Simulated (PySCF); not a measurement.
# Re2 (Re2-): the cost of one run

Computed with PySCF 2.14.0. Level: PBE, Re def2-SVP with ECP60; scalar-relativistic core potentials, no spin–orbit coupling.

3 further runs of the same task are left out: 2 for a known fault of the program, 1 that didn't finish.

**1. The starting structure**

2 atoms, charge -1, spin multiplicity 2.

Bond lengths: Re1–Re2 2.074 Å.

Geometry (Å):

```xyz
2
charge -1, multiplicity 2
Re    0.0000    0.0000    1.0369
Re    0.0000    0.0000   -1.0369
```

An earlier session relaxed this geometry at PBE, Re def2-SVP with ECP60 (doublet, point group D∞h).

Its energy there is -156.574250 Eh.

**2. Multiplicity 4 at the relaxed geometry**

Input file run.py (the lines that set the calculation):

```python
mol = gto.M(atom='''
Re     0.00000     0.00000     1.03687
Re     0.00000     0.00000    -1.03687''',
    basis={'Re': 'def2-SVP'},
    ecp={'Re': 'def2-SVP'},
    charge=-1, spin=3)
mf = dft.UKS(mol, xc='PBE')
mf.grids.atom_grid = (50, 194)
mf = mf.density_fit()  # fitting sets: Re def2-universal-JKFIT
mf.conv_tol = 1e-08; mf.max_cycle = 55
mf.kernel(dm0)  # dm0: free metal ions and neutral atoms
```

Run with:

```
> OMP_NUM_THREADS=2 python run.py
```

**Question.** How long does this run take on 2 threads of AMD EPYC 9R45 (Zen 5), shared host?

About 1 s.
